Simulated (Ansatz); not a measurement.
# ZnFe (P4/mmm): scan of the energy under strain

Wanted for ZnFe (P4/mmm): a scan of the energy under strain.

Computed with Ansatz 0.2.0, driven from Python. Level of theory: DFT PBEsol, plane waves, PAW.

## (1) The system

Symmetry: P4/mmm, No. 123, tetragonal system. The conventional cell has a = 2.542 Å, b = 2.542 Å, c = 3.870 Å, α = 90.00°, β = 90.00°, γ = 90.00°. Around Zn (site symmetry 4/mmm) lie 4 Zn at 2.54 Å and 8 Fe at 2.64 Å. Around Fe (site symmetry 4/mmm) lie 4 Fe at 2.54 Å and 8 Zn at 2.64 Å.

No structure file is read: the coordinates are typed or built in the script.

## (2) Script

Input file znfe_strain.py:

```python
'''A shear strain scan of ZnFe.'''

import ansatz as az
import numpy as np

vectors0 = np.array([
    [2.54160215, 0.0, 0.0],
    [0.0, 2.54160215, 0.0],
    [0.0, 0.0, 3.87015134],
])
sites = [
    ('Zn', [0.5, 0.5, 0.5], 0.0),
    ('Fe', [0.0, 0.0, 0.0], 2.4),
]


def crystal_on(cell):
    crystal = az.Crystal(lattice=az.Lattice.of(cell))
    for symbol, position, moment in sites:
        crystal = crystal.atom(symbol, position, moment=moment or None)
    return crystal

# clamped ions: the fractional positions stay as typed
values = np.linspace(-0.03, 0.03, 7)
energies = []
for d in values:
    strain = np.array([[0, d / 2, 0], [d / 2, 0, 0], [0, 0, 0]])
    cell = vectors0 @ (np.eye(3) + strain)
    base = crystal_on(cell).calculation()
    base = base.spin('collinear').occupations(az.OccupationsMethod.FERMI_DIRAC, width=0.1)
    base = base.functional(az.Functional.PBESOL)
    base = base.basis(520).kpoints(14, 14, 9)
    base = base.stress()
    report = base.run(threads=1, pin='off').report
    energies.append(report['free_energy_ev'] / len(sites))
    s = report['stress_gpa']
    print(f'd = {d:+.4f}  stress xx yy zz xy (GPa, compression positive): {s[0][0]:8.3f} {s[1][1]:8.3f} {s[2][2]:8.3f} {s[0][1]:8.3f}')
energies = np.array(energies)

for value, e in zip(values, energies):
    print(f'strain {value:7.3f}   E - Emin = {1000 * (e - energies.min()):9.3f} meV/atom')
np.savetxt('strain.csv', np.column_stack([values, energies]), fmt='%.6f', delimiter=',', header='strain,energy_eV_per_atom')
curvature = 2 * np.polyfit(values, energies, 3)[1]
volume = abs(np.linalg.det(vectors0)) / len(sites)
print(f'd2E/dd2 over the volume: {curvature / volume * 160.21766:.1f} GPa')
```

## (3) The run

On the command line:

```sh
> python znfe_strain.py
```

**Question.** How much energy does this shear strain cost, and what curvature follows?

**Answer**, as computed:

| quantity | value |
| --- | --- |
| curvature under the strain | 7.5 GPa |
| runs compared | 7 |
| range of energy | 0.26 meV/atom |
| lowest point, strain | 0.000 |

What this shows: Against the unstrained cell the energy per atom changes by +0.26 meV at one end of the scan and +0.26 meV at the other, and its second derivative over the volume is 7.5 GPa. What to keep in mind:
- Other magnetic orders than the one started from may lie lower.
- The curvature belongs to this strain pattern and to the cell's stress; it equals a single elastic constant only for simple patterns.
- In a metal a curvature from energy changes of a few meV or less hangs on mesh and smearing, in size and even in sign.
- At these settings the cell as given stands under about -5 GPa, so it isn't at this functional's equilibrium volume.
- This cell is a computed structure, which may not be the phase found in nature.
- The ions keep their fractional positions (clamped ions).
